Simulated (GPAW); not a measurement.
# TiSi2: relaxation of cell and atoms with LDA

TiSi2:

```
Ti Si
1.0
     0.00000    4.11752    4.26290
     2.38951    0.00000    4.26290
     2.38951    4.11752    0.00000
Ti Si
2 4
Direct
  0.75000 0.75000 0.75000
  0.50000 0.50000 0.50000
  0.41257 0.08743 0.41257
  0.08743 0.41257 0.08743
  0.16257 0.83743 0.16257
  0.83743 0.16257 0.83743
```

The cell is a database's computed one.

| Property | Result |
| --- | --- |
| Program | GPAW 26.7.0 |
| Task | relaxation of cell and atoms |
| Functional | LDA |
| Potentials or basis | the program's PAW data sets (release 1.2.1) made for this functional |
| Cutoff | 600 eV |
| Basis | pw |
| k mesh | 5 × 5 × 5 |
| Occupations | fermi-dirac, width 0.05 eV |
| Spin | no spin polarisation |
| Target pressure | 5 GPa |
| Maxiter | 150 |
| Optimizer | BFGS |
| Fmax | 0.02 eV/Å |
| Max steps | 60 |
| Target pressure | 5 GPa |
| Convergence | density=1e-05 forces=0.0001 |

- Relaxed volume: 13.14 Å³/atom
- Relaxed cell: a = 5.812 Å, b = 4.813 Å, c = 4.641 Å, α = 75.85°, β = 53.41°, γ = 50.74°
- Space group after relaxing (to 0.05 Å): Fddd (No. 70)
- Energy change on relaxing (the enthalpy is what falls): +0.9 meV/atom
- Ionic steps: 8
- Pressure after relaxing: 5.0 GPa
- Largest force after relaxing: 0.017 eV/Å
- Band gap on the k mesh: none (metal or under the smearing width)

Forces in eV/Å, atoms in the order of the input:
```
Ti   0.000  0.000  0.000
Ti   0.000  0.000  0.000
Si   0.000 -0.017  0.000
Si   0.000  0.017  0.000
Si   0.000 -0.017  0.000
Si   0.000  0.017  0.000
```

The path:
```tsv
step	energy change (eV)	largest force (eV/Å)	pressure (GPa)	volume (Å³)
1	0.0000	0.0088	-4.67	83.88
2	-0.0124	0.0112	-3.82	83.38
3	0.0184	0.0332	5.81	78.60
4	0.0068	0.0276	5.08	78.91
5	0.0027	0.0203	4.81	79.01
6	-0.0017	0.0050	4.51	79.08
7	0.0017	0.0163	4.72	78.96
8	0.0052	0.0168	4.95	78.85
```

Final structure:
```
Ti Si
1.0
     0.00000    4.01001    4.20736
     2.33668    0.00000    4.20736
     2.33668    4.01001    0.00000
Ti Si
2 4
Direct
  0.75000 0.75000 0.75000
  0.50000 0.50000 0.50000
  0.41337 0.08663 0.41337
  0.08663 0.41337 0.08663
  0.16337 0.83663 0.16337
  0.83663 0.16337 0.83663
```

Levels at points of the mesh, in eV from the Fermi level:
| k point | band 16 | band 17 | band 18 | band 19 | band 20 | band 21 | band 22 | band 23 | band 24 | band 25 |
| --- | --- | --- | --- | --- | --- | --- | --- | --- | --- | --- |
| (0.00, 0.00, 0.00) | -2.53 | -2.33 | -1.88 | -1.64 | -1.24 | -0.92 | 2.24 | 3.46 | 3.66 | 3.80 |

Run time: 12 min on 1 thread of Arm Neoverse V1 (shared host), peak memory 0.37 GiB.

Caveat: later steps reuse the first step's grids.
